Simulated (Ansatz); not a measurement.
# LaAlCu4: the cost of one run

All numbers below are computed with Ansatz 0.2.0 (DFT PBEsol, scalar-relativistic, plane waves, PAW).

2 further runs of the same task are left out: 1 that didn't finish, 1 set aside as unsound or not needed. Runs told in other sessions of the task aren't counted.

## 1. The structure to begin with

The cell holds 24 atoms (Al4Cu15La4Sc): a = 6.648 Å, b = 6.648 Å, c = 8.824 Å, α = 90.00°, β = 90.00°, γ = 103.09°.

The coordinates of this cell stand in the input of its own run.

The host was relaxed before at PBEsol: a = 5.206 Å, b = 8.824 Å, c = 4.134 Å, α = 90.00°, β = 90.00°, γ = 90.00° (conventional cell), 15.826 Å³/atom.

Places, in fractions of the supercell: Sc in place of Cu at (0.500, 0.500, 0.832). Its neighbours start displaced at random, with a spread of 0.03 Å in each coordinate.

## 2. The perfect crystal in the supercell of 24 atoms

input.yaml reads:

```yaml
crystal:
  lattice:
    - [5.2055925704, 0.0, -4.1343721869]
    - [-5.2055925704, 0.0, -4.1343721869]
    - [0.0, 8.8241717132, 0.0]
  atoms:
    - { symbol: Al, position: [0.25, 0.25, 0.0] }
    - { symbol: Al, position: [0.5, 0.0, 0.5] }
    - { symbol: Al, position: [0.0, 0.5, 0.5] }
    - { symbol: Al, position: [0.75, 0.75, 0.0] }
    - { symbol: Cu, position: [0.5, 0.5, 0.8324248335] }
    - { symbol: Cu, position: [0.75, 0.25, 0.3324248335] }
    - { symbol: Cu, position: [0.25, 0.75, 0.3324248335] }
    - { symbol: Cu, position: [0.0, 0.0, 0.8324248335] }
    - { symbol: Cu, position: [0.5, 0.5, 0.1675751665] }
    - { symbol: Cu, position: [0.75, 0.25, 0.6675751665] }
    - { symbol: Cu, position: [0.25, 0.75, 0.6675751665] }
    - { symbol: Cu, position: [0.0, 0.0, 0.1675751665] }
    - { symbol: Cu, position: [0.125, 0.375, 0.75] }
    - { symbol: Cu, position: [0.375, 0.125, 0.25] }
    - { symbol: Cu, position: [0.875, 0.625, 0.25] }
    - { symbol: Cu, position: [0.625, 0.875, 0.75] }
    - { symbol: Cu, position: [0.125, 0.375, 0.25] }
    - { symbol: Cu, position: [0.375, 0.125, 0.75] }
    - { symbol: Cu, position: [0.875, 0.625, 0.75] }
    - { symbol: Cu, position: [0.625, 0.875, 0.25] }
    - { symbol: La, position: [0.5, 0.5, 0.5] }
    - { symbol: La, position: [0.75, 0.25, 0.0] }
    - { symbol: La, position: [0.25, 0.75, 0.0] }
    - { symbol: La, position: [0.0, 0.0, 0.5] }
basis:
  ecutwfc: 420
  xc_grid: 2
kpoints:
  mp_grid: { grid: [3, 3, 3], shift: [0.0, 0.0, 0.0] }
hamiltonian:
  xc: pbesol
scf:
  occupations: { method: gaussian, width: 0.05 }
output:
  forces: true
  stress: true
  eigenvalues: true
  write_density: true
  write_potential: true
  elf: true
  volumetric_format: npy
```

Run with:

```sh
$ ansatz run input.yaml --threads 8 --pin off --max-ram 14336MiB --backend cpu --events-out ev --progress --plain --runs-dir out
```

Q: Estimate wall time and peak memory on 8 threads of Arm Neoverse N1, shared host.

About 17 s, with a peak of 2.8 GiB.
